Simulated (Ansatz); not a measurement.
# CCSD(T)/STO-3G run of BH2Br (SMILES [H]B([H])Br)

What is the energy change on altering one bond length of BH2Br at CCSD(T)/STO-3G? 

The results are computed with Ansatz 0.2.0.

51 further runs of the same task are left out: 2 that didn't finish, 49 set aside as unsound or not needed.

## Step 1: The system as given

BH2Br: 4 atoms, total charge 0, spin state singlet. SMILES: `[H]B([H])Br`. Geometry: relaxed at GFN2-xTB.

Bond lengths: B1–Br4 1.842 Å, B1–H2 1.170 Å, B1–H3 1.170 Å. Angles: H2–B1–Br4 119.1°, H3–B1–Br4 119.1°, H2–B1–H3 121.9°.

## Step 2: A single-point energy at CCSD(T)/STO-3G

File in.yaml:

```yaml
crystal:
  periodic: [false, false, false]
  atoms:
    - {symbol: B, position_ang: [0.091040, 0.150920, -0.000430]}
    - {symbol: H, position_ang: [1.259830, 0.109070, 0.015270]}
    - {symbol: H, position_ang: [-0.490130, 1.165750, -0.019120]}
    - {symbol: Br, position_ang: [-0.860740, -1.425740, 0.004280]}
basis:
  gaussian:
    orbitals: STO-3G
correlation:
  method: ccsd_t
  frozen_orbitals: {B: 1, Br: 9, H: 0}
accuracy: high
scf:
  omitted_lower_state_checks: [cluster_reference, increment]
```

Command:

```
$ ansatz run in.yaml --threads 1 --pin off --max-ram 2610MiB --events-out events.jsonl --progress --plain --runs-dir runs
```

What it wrote, shortened:

```text
Warning: RAYON_NUM_THREADS=1 ignored (pool sized by the plan → 1); use --threads N
Functional definition: HF
  name "HF"
[...]
344 factors; integrals over basis functions are off by at most 1.9e-8 eV
[...]
mean field -69939.15423703 eV, -2570.2165117493 hartree, gradient 5.9e-8 eV, S^2 0.000000; 0 other end points of the search recorded, 0 dependent functions left out
10 core orbitals not correlated: weight in the atoms' cores, before any rotation towards them, 1.000 or more for the frozen orbitals, at most 0.000 for the correlated occupied ones
reference -69939.15423703 eV, -2570.2165117493 hartree; 11, 11 occupied and 4, 4 virtual orbitals, 344 factors
second order -1.23940078 eV of doubles, -0.00000000 eV of singles
cycle   1  -1.48231835 eV  change   -2.4e-1 eV  update   5.9e-2
[...]
cycle  18  -1.65112628 eV  change   -1.1e-9 eV  update  3.9e-10
perturbative correction -0.04229153 eV, -0.0015541850 hartree
Total energy: -69940.84765483 eV, -2570.2787437059 hartree
Checks for a lower state left out: cluster_reference, increment
```

Wall time 0.24 s (1 thread of Arm Neoverse V1, shared host).

## Step 3: The distorted shape at the same level

File molecule.yaml:

```yaml
basis:
  gaussian: {orbitals: STO-3G}
crystal:
  periodic: [false, false, false]
  atoms:
    - {symbol: B, position_ang: [-0.201202, 0.161384, -0.004356]}
    - {symbol: H, position_ang: [1.259830, 0.109070, 0.015270]}
    - {symbol: H, position_ang: [-0.782372, 1.176214, -0.023046]}
    - {symbol: Br, position_ang: [-1.152982, -1.415276, 0.000354]}
magnetization: {spin_polarized: false}
correlation: {method: ccsd_t, frozen_orbitals: {B: 1, Br: 9, H: 0}}
accuracy: high
scf: {omitted_lower_state_checks: [cluster_reference, increment]}
```

Command:

```
$ ansatz run molecule.yaml --threads 1 --pin off --max-ram 2610MiB --events-out events.jsonl --progress --plain --runs-dir runs
```

What it wrote, shortened:

```text
Warning: RAYON_NUM_THREADS=1 ignored (pool sized by the plan → 1); use --threads N
[... 2 set-up lines as earlier in the session ...]
[...]
343 factors; integrals over basis functions are off by at most 1.6e-8 eV
[...]
mean field -69938.04353182 eV, -2570.1756940859 hartree, gradient 9.4e-8 eV, S^2 0.000000; 0 other end points of the search recorded, 0 dependent functions left out
10 core orbitals not correlated: weight in the atoms' cores, before any rotation towards them, 1.000 or more for the frozen orbitals, at most 0.000 for the correlated occupied ones
reference -69938.04353182 eV, -2570.1756940859 hartree; 11, 11 occupied and 4, 4 virtual orbitals, 343 factors
second order -1.43076033 eV of doubles, -0.00000000 eV of singles
cycle   1  -1.73673775 eV  change   -3.1e-1 eV  update   6.6e-2
[...]
cycle  18  -1.95961330 eV  change  -3.1e-10 eV  update  9.3e-10
perturbative correction -0.04702522 eV, -0.0017281450 hartree
Total energy: -69940.05017035 eV, -2570.2494366916 hartree
Checks for a lower state left out: cluster_reference, increment
```

Run time: 0.22 s. Hardware: 1 thread of Arm Neoverse V1, shared host.

## Step 4: Outcome

Level: CCSD(T)/STO-3G, 10 core orbitals frozen.

| quantity | value |
| --- | --- |
| first shape: total energy | -2570.27874 Eh |
| first shape: correlation energy (10 core orbitals frozen) | -62.2 mEh |
| first shape: (T) correction | -1.55 mEh |
| first shape: T1 diagnostic | 0.013 |
| distorted shape: total energy | -2570.24944 Eh |
| distorted shape: correlation energy (10 core orbitals frozen) | -73.7 mEh |
| distorted shape: (T) correction | -1.73 mEh |
| distorted shape: T1 diagnostic | 0.013 |
| energy change with the B1–H2 bond stretched from 1.170 to 1.462 Å | 0.797 eV |

What this shows: With the B1–H2 bond stretched from 1.170 to 1.462 Å the energy rises by 0.80 eV (18.4 kcal/mol). The first shape isn't relaxed at this level, so the change isn't measured from a minimum. The minimal basis adds a large error of its own. The triples (first shape) make up 2.5 % of the correlation energy. The triples (distorted shape) make up 2.3 % of the correlation energy.
